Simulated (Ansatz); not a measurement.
This script drives Ansatz's Python interface.

Script `incuo3_plus_u.py`:
```python
import ansatz as az
import numpy as np


def count_gap(report):
    # lowest empty less highest filled band, counting bands; zero where they overlap
    return max(report.get('gap_by_band_count_ev') or 0.0, 0.0)

cell = (
    az.Lattice.from_parameters(6.044283, 6.044283, 6.044283, alpha=33.1384, beta=33.1384, gamma=33.1384)
    .atom('In', (0.502169, 0.502169, 0.502169))
    .atom('Cu', (0.996947, 0.996947, 0.996947))
    .atom('O', (0.88809, 0.88809, 0.88809))
    .atom('O', (0.106588, 0.106588, 0.106588))
    .atom('O', (0.656672, 0.656672, 0.656672))
)

setup = (
    cell.calculation()
    .functional('LDA')
    .accuracy('low')
    .kpoints(6, 6, 6, shift=0.5)
    .occupations('fermi_dirac')
    .scf(tolerance=1e-07)
    .band_table()
)
rows = []
for u in [0.0, 2.0, 4.0, 6.0]:
    r = setup.hubbard('Cu', 'd', u_eff=u, double_counting='amf').run(threads=1, pin='off').report
    shell = r['hubbard']['n_scf']
    rows.append((u, count_gap(r), sum(shell) / len(shell), r['n_iterations']))
print('      U_eff eV  gap by band count eV  Cu d occupation (projector)      iterations')
for row in rows:
    print(f'{str(row[0]):>14s}  {row[1]:20.3f}  {row[2]:27.4f}  {row[3]:14d}')
print('eigenvalues of the first occupation matrix at the last U, by spin:')
for channel in r['hubbard']['n_eig'][0]:
    print('  ', ' '.join(f'{n:.3f}' for n in channel))
```

It is started by `python incuo3_plus_u.py`. Estimate its wall time and peak memory on 1 thread of Arm Neoverse V2, on a shared host.

It took about 24 s, with a peak of 0.41 GiB, for 4 runs of the engine.

`python incuo3_plus_u.py` gives:
```text
DeckWarning: basis.ecutwfc = 420 eV, auto-derived from the records' recommended cutoffs: set by In (normal level)
      U_eff eV  gap by band count eV  Cu d occupation (projector)      iterations
           0.0                 0.000                       9.1998              15
           2.0                 0.000                       9.1803              15
           4.0                 0.000                       9.1514              14
           6.0                 0.000                       9.1083              16
eigenvalues of the first occupation matrix at the last U, by spin:
   0.620 0.973 0.973 0.994 0.994
```
(Warnings from the package without file and line.)

Reading the output:
- The run is spin-unpolarised.
- U, its shell and the double counting are chosen to explore, and aren't derived for this compound.
- The mesh is modest for a metal, so energies can be off by several to tens of meV an atom and pressures by half a GPa or more; differences at equal mesh fare better.
- A gap by band count of zero or less means overlapping bands, a metal.
- A Hubbard U without spin forces both spins into the same orbitals, which can open a gap or pick a state that a spin-polarised run wouldn't.
- The structure comes from a database of computed cells and needn't be a stable or known phase.
- Levels are Kohn-Sham eigenvalues on this mesh, without spin-orbit coupling.
- Shell occupations and the effect of U depend on the projectors; a run with no .spin step is spin-unpolarised, and each U may end in a state that isn't the lowest.
